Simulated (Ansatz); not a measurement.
# ClHOZn: how energies converge with the basis set

How large a basis does ClHOZn need? Two functionals are run in growing sets.

The runs use Ansatz 0.2.0, Gaussian basis; one geometry, several basis sets.

The runs, in order: PBE0-D4/def2-SVP; ωB97M-V/def2-SVP; PBE0-D4/def2-QZVPP; ωB97M-V/def2-QZVPP; the functionals' def2-TZVPP values are taken from earlier runs.

## 1. Structure used throughout

An earlier PBE0-D4 in a triple-zeta def2 set relaxation fixed the geometry.

SMILES `[OH][Zn][Cl]`, 4 atoms, charge 0, spin multiplicity 1.

Atoms are counted from 1 here; the program's logs count them from 0.

Bond lengths: O1–Zn2 1.766 Å, O1–H4 0.959 Å, Zn2–Cl3 2.083 Å. Angles: Zn2–O1–H4 115.4°, O1–Zn2–Cl3 176.1°.

## 2. PBE0-D4 in def2-SVP

in.yaml

```yaml
crystal:
  periodic: [false, false, false]
  atoms:
    - {symbol: O, position_ang: [-0.716009, 0.885443, -0.620729]}
    - {symbol: Zn, position_ang: [0.441337, -0.155457, 0.214331]}
    - {symbol: Cl, position_ang: [1.897245, -1.276547, 1.196122]}
    - {symbol: H, position_ang: [-1.567074, 0.486261, -0.810025]}
basis:
  gaussian: {orbitals: def2-SVP}
hamiltonian: {xc: pbe0, dispersion: d4}
output: {orbitals: {seedname: orbitals}}
```

The runs that follow: ωB97M-V in def2-SVP; PBE0-D4 in def2-QZVPP; ωB97M-V in def2-QZVPP.

Q: Predict the results of all the runs planned. Wanted: PBE0-D4: double and triple zeta above quadruple; ωB97M-V: double and triple zeta above quadruple.

As calculated:

| quantity | value |
| --- | --- |
| PBE0-D4: double and triple zeta above quadruple | 15.94, 1.76 eV |
| ωB97M-V: double and triple zeta above quadruple | 15.91, 1.69 eV |

In words: For PBE0-D4 the step from double to triple zeta gains 14.18 eV and the next only 1.76 eV. Total energies overstate the basis error of differences, where much of it tends to cancel. The LUMO of ωB97M-V is positive and keeps falling with the basis (0.53 to 0.03 eV): an unbound level that the basis holds in place.
